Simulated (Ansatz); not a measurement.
# C4H7I: basis-set convergence

Aim: see how fast density functionals converge with the basis set for C4H7I.

The runs use Ansatz 0.2.0, Gaussian basis; one geometry, several basis sets.

Levels to be run: PBE0-D4/def2-SVP; ωB97M-V/def2-SVP; PBE0-D4/def2-QZVPP; ωB97M-V/def2-QZVPP; the functionals' def2-TZVPP values are taken from earlier runs.

## 1. Structure used throughout

An earlier PBE0-D4 in a triple-zeta def2 set relaxation fixed the geometry. I takes the def2 core potential; no spin-orbit term is included.

SMILES `C/C=C(\C)I`, 12 atoms, charge 0, spin multiplicity 1.

Atoms are counted from 1 here; the program's logs count them from 0.

Bond lengths: C1–C2 1.492 Å, C1–H6 1.094 Å, C1–H7 1.089 Å, C1–H8 1.094 Å, C2–C3 1.328 Å, C2–H9 1.086 Å, C3–C4 1.488 Å, C3–I5 2.107 Å, C4–H10 1.093 Å, C4–H11 1.091 Å, C4–H12 1.093 Å. Angles: C2–C1–H6 110.3°, C2–C1–H7 113.3°, C2–C1–H8 110.3°, H6–C1–H7 108.0°, H6–C1–H8 106.7°, H7–C1–H8 108.0°, C1–C2–C3 126.2°, C1–C2–H9 115.5°, C3–C2–H9 118.3°, C2–C3–C4 128.6°, C2–C3–I5 118.1°, C4–C3–I5 113.2°, C3–C4–H10 110.8°, C3–C4–H11 111.3°, C3–C4–H12 110.8°, H10–C4–H11 108.4°, H10–C4–H12 107.1°, H11–C4–H12 108.4°.

## 2. PBE0-D4 in def2-SVP

Input file in.yaml:

```yaml
crystal:
  periodic: [false, false, false]
  atoms:
    - {symbol: C, position_ang: [-1.603791, -0.316536, 0.347741]}
    - {symbol: C, position_ang: [-0.465215, 0.595407, 0.661882]}
    - {symbol: C, position_ang: [0.758630, 0.525341, 0.152008]}
    - {symbol: C, position_ang: [1.299055, -0.448400, -0.834419]}
    - {symbol: I, position_ang: [2.178608, 1.951230, 0.776708]}
    - {symbol: H, position_ang: [-2.447528, 0.253910, -0.052875]}
    - {symbol: H, position_ang: [-1.347978, -1.091182, -0.373805]}
    - {symbol: H, position_ang: [-1.959854, -0.806924, 1.259073]}
    - {symbol: H, position_ang: [-0.680578, 1.382890, 1.377354]}
    - {symbol: H, position_ang: [1.659554, 0.065248, -1.729284]}
    - {symbol: H, position_ang: [0.538880, -1.170879, -1.135255]}
    - {symbol: H, position_ang: [2.147318, -0.995306, -0.415028]}
basis:
  gaussian: {orbitals: def2-SVP}
hamiltonian: {xc: pbe0, dispersion: d4}
output: {orbitals: {seedname: orbitals}}
```

The runs that follow: ωB97M-V in def2-SVP; PBE0-D4 in def2-QZVPP; ωB97M-V in def2-QZVPP.

Q: Predict the results of all the runs planned. Wanted: PBE0-D4: double and triple zeta above quadruple; ωB97M-V: double and triple zeta above quadruple.

The runs gave:

| quantity | value |
| --- | --- |
| PBE0-D4: double and triple zeta above quadruple | 5.18, 0.27 eV |
| ωB97M-V: double and triple zeta above quadruple | 5.47, 0.26 eV |

PBE0-D4 gains 4.90 eV from double to triple zeta, then 0.27 eV more. Total energies overstate the basis error of differences, where much of it tends to cancel. The LUMO of ωB97M-V is positive and keeps falling with the basis (1.70 to 1.20 eV): an unbound level that the basis holds in place.
